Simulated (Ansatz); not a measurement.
# LaSi2Ir2: the cost of one run

Computed with Ansatz 0.2.0 (DFT PBEsol, scalar-relativistic, plane waves, PAW, and further levels as typed in the inputs, unless a step's input says otherwise).

### Step 1. The starting structure

Symmetry: I4/mmm, No. 139, tetragonal system. The conventional cell has a = 4.094 Å, b = 4.094 Å, c = 10.248 Å, α = 90.00°, β = 90.00°, γ = 90.00°. Around La (site symmetry 4/mmm) lie 8 Si at 3.17 Å and 8 Ir at 3.28 Å. Si (site symmetry 4mm) is surrounded by 4 Ir at 2.40 Å and 1 Si at 2.60 Å and 4 La at 3.17 Å. Ir (site symmetry -4m2) is surrounded by 4 Si at 2.40 Å.

As a file:

```cif
data_structure
_symmetry_space_group_name_H-M 'I4/mmm'
_symmetry_Int_Tables_number 139
_cell_length_a 4.0940
_cell_length_b 4.0940
_cell_length_c 10.2480
_cell_angle_alpha 90.000
_cell_angle_beta 90.000
_cell_angle_gamma 90.000
_cell_volume 171.77
loop_
_atom_site_label
_atom_site_type_symbol
_atom_site_symmetry_multiplicity
_atom_site_Wyckoff_symbol
_atom_site_fract_x
_atom_site_fract_y
_atom_site_fract_z
_atom_site_occupancy
La1 La 2 a 0.00000 0.00000 0.00000 1
Si1 Si 4 e 0.00000 0.00000 0.37300 1
Ir1 Ir 4 d 0.00000 0.50000 0.25000 1
```

The structure rests on an entry of the Crystallography Open Database; cell or positions may have been set otherwise for this series.

### Step 2. Relaxing cell and atoms: LaSi2Ir2, no spin

Contents of input.yaml:

```yaml
crystal:
  lattice:
    - [-2.047, 2.047, 5.124]
    - [2.047, -2.047, 5.124]
    - [2.047, 2.047, -5.124]
  atoms:
    - { symbol: La, position: [0.0, 0.0, 0.0] }
    - { symbol: Si, position: [0.373, 0.373, 0.0] }
    - { symbol: Si, position: [0.627, 0.627, 0.0] }
    - { symbol: Ir, position: [0.75, 0.25, 0.5] }
    - { symbol: Ir, position: [0.25, 0.75, 0.5] }
scf:
  occupations: { method: gaussian, width: 0.05 }
output:
  forces: true
  stress: true
  eigenvalues: true
  dos: { method: tetrahedron, nscf_kmesh: { grid: [24, 24, 24] }, de: 0.02 }
  write_density: true
  write_potential: true
  elf: true
  volumetric_format: npy
kpoints:
  mp_grid: { grid: [16, 16, 16] }
hamiltonian:
  xc: pbesol
relax:
  f_tol: 0.005
  max_steps: 60
  cell: { stress_tol: 0.03 }
```

Started as:

```console
> ansatz run input.yaml --threads 4 --pin off --max-ram 8192MiB --backend cpu --events-out ev --progress --plain --runs-dir out
```

What time and memory should one allow on 4 threads of Arm Neoverse V2, shared host?

About 2 min, with a peak of 1.8 GiB.
